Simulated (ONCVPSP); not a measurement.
**Pseudopotential generation for copper: ONCV, PBE**

Aim: build the potential from the settings below, then test how well it stands in for the atom: other configurations, scattering, ghost states and the plane-wave cutoff that it needs.

The numbers are computed with ONCVPSP 4.0.1.1 (patched build) (PBE, scalar-relativistic, spin-unpolarised reference atom).

## Step 1: Starting point

The settings as typed:

```json
{
 "element": "copper (Cu, Z = 29)",
 "type": "optimised norm-conserving Vanderbilt (ONCV)",
 "frozen core": "[Ne]",
 "valence charge": "19",
 "reference configuration": "3s2 3p6 3d10 4s1",
 "partial waves": "3s+4s: rc 1.15 bohr, ncon 4, nbas 8, qcut 11.2 1/bohr, 2 projectors; 3p: rc 0.85 bohr, ncon 4, nbas 7, qcut 14.3 1/bohr, 2 projectors, debl 3.5 Ha; 3d: rc 1.10 bohr, ncon 5, nbas 10, qcut 17.4 1/bohr, 2 projectors, debl 0.6 Ha",
 "local potential": "polynomial inside 0.75 bohr (lpopt 5, dvloc0 3 Ha)",
 "core correction": "Teter function, fcfact 4.5, rcfact 1.55"
}
```

The nodes and maxima of the atom's own shells, from an earlier all-electron run, set the scale for the radii.

All-electron outer shells of the reference configuration (PBE, scalar-relativistic, ld1.x):

| shell | level (eV) | outermost node (bohr) | outermost maximum (bohr) |
| --- | --- | --- | --- |
| 2p | -916.98 | – | 0.16 |
| 3s | -114.70 | 0.29 | 0.61 |
| 3p | -72.14 | 0.26 | 0.62 |
| 3d | -5.04 | – | 0.60 |
| 4s | -4.61 | 0.89 | 2.27 |
| 4p | -0.70 | 0.97 | 3.65 |

## Step 2: Generating the potential

Cu.dat

```
# ATOM AND REFERENCE CONFIGURATION
# atsym  z   nc   nv     iexc    psfile
  Cu 29.00    3    4        4      upf
#
#   n    l    f
    1    0    2.00
    2    0    2.00
    2    1    6.00
    3    0    2.00
    3    1    6.00
    3    2   10.00
    4    0    1.00
#
# PSEUDOPOTENTIAL AND OPTIMIZATION
# lmax
    2
#
#   l,   rc,      ep,       ncon, nbas, qcut
    0    1.15    0.00    4    8   11.20
    1    0.85    0.00    4    7   14.30
    2    1.10    0.00    5   10   17.40
#
# LOCAL POTENTIAL
# lloc, lpopt,  rc(5),   dvloc0
    4    5    0.75    3.00
#
# VANDERBILT-KLEINMAN-BYLANDER PROJECTORs
# l, nproj, debl
    0    2    0.80
    1    2    3.50
    2    2    0.60
#
# MODEL CORE CHARGE
# icmod, fcfact, rcfact
    3    4.50    1.55
#
# LOG DERIVATIVE ANALYSIS
# epsh1, epsh2, depsh
   -6.00    5.00    0.04
#
# OUTPUT GRID
# rlmax, drl
    6.00    0.01
#
# TEST CONFIGURATIONS
# ncnf
    4
# nvcnf
#   n    l    f
    4
    3    0    2.00
    3    1    6.00
    3    2   10.00
    4    0    0.00
#
    4
    3    0    2.00
    3    1    6.00
    3    2    9.00
    4    0    0.00
#
    4
    3    0    2.00
    3    1    6.00
    3    2    8.00
    4    0    0.00
#
    5
    3    0    2.00
    3    1    6.00
    3    2   10.00
    4    0    0.00
    4    1    1.00
#
```

On the command line:

```
$ oncvpsp.x < Cu.dat > Cu.out
```

What does the calculation give? Wanted: cutoffs for 1 and 0.1 mHa per electron, occupied waves; bound ghosts; GHOST(+) flags; largest test error; largest phase difference near zero energy, channels read; rms error of d²Exc/dn², without and with the model core.

**Answer**, as computed:

| quantity | value |
| --- | --- |
| cutoffs for 1 and 0.1 mHa per electron, occupied waves | 104 Ha and 121 Ha |
| bound ghosts | none found |
| GHOST(+) flags | none at low energy |
| largest test error (AE − PS) | +2.1 meV, for 3s2 3p6 3d10 4s0 (1 test unsolved) |
| largest phase difference near zero energy, channels read | 0.000 rad |
| rms error of d²Exc/dn², without and with the model core | 1.81 and 1.99 mHa |

In words: By total energies transferability is very good where solved: the largest error is 2.1 meV on 8.2 eV, for 3s2 3p6 3d10 4s0. Of the tests 1 gave no usable energy difference, which is a warning in itself. It counts as very hard, with 104 Ha needed at the looser tolerance. At the looser tolerance the 3d wave is the slowest; 3p needs 65 Ha. No bound ghost shows below the valence levels. Near zero energy the phases of the channels with partial waves agree within 0.001 rad.
